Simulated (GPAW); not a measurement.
Runs of GPAW 26.7.0 on InSb3. Symmetry: Pm-3m, No. 221, cubic system. Conventional cell: a = 4.806 Å, b = 4.806 Å, c = 4.806 Å, α = 90.00°, β = 90.00°, γ = 90.00°. Around Sb (site symmetry 4/mmm) lie 8 Sb at 3.40 Å and 4 In at 3.40 Å. In (site symmetry m-3m) is surrounded by 12 Sb at 3.40 Å. The cell comes from a database or a generator and needn't be the stable form of this composition.

| task | level | potentials or basis | cell | k mesh | smearing | band path | band points | optimizer | fmax | max steps | gap on the mesh (eV) | pressure (GPa) |
| --- | --- | --- | --- | --- | --- | --- | --- | --- | --- | --- | --- | --- |
| single point | TB-mBJ | GPAW PAW data sets for LDA (gpaw-data 1.2.1), pw | as given | 6 × 6 × 6 | fermi-dirac 0.05 eV | - | - | - | - | - | none | - |
| single point | LDA | the program's PAW data sets (release 1.2.1) made for this functional, pw | as given | 6 × 6 × 6 | gaussian 0.05 eV | - | - | - | - | - | none | (a) |
| band structure | PBEsol | PAW data sets generated in the run's folder for this functional, pw | as given | 6 × 6 × 6 | fermi-dirac 0.05 eV | GXMGRX,MR | 100 | - | - | - | - | -3.0 |
| relaxation of cell and atoms | PBEsol+D3(BJ)+ATM | PAW data sets generated in the run's folder for this functional, pw | relaxed | 5 × 5 × 5 | fermi-dirac 0.05 eV | - | - | BFGS | 0.02 eV/Å | 60 | none | -0.1 |
| single point | PBE | GPAW PAW data sets (gpaw-data 1.2.1), pw | as given | 6 × 6 × 6 | gaussian 0.05 eV | - | - | - | - | - | none | -0.1 |

Alike in all rows: no spin polarisation; cutoff (eV) 600.

**Question.** Estimate the missing entries.

**Answer.** (a) -4.1.

Caveats: a model potential gives levels but no total energy (some runs); the PAW data sets were made with another functional, which shifts forces and pressure a little (some runs); later steps reuse the first step's grids (some runs); pairwise dispersion overbinds metals, which lowers pressure and volume (some runs).

A k mesh can miss the band edges, and the runs leave out spin-orbit coupling on In, Sb.

A gap of «none» marks a metal or a gap under the smearing width.

Not every run made on this cell is shown here.
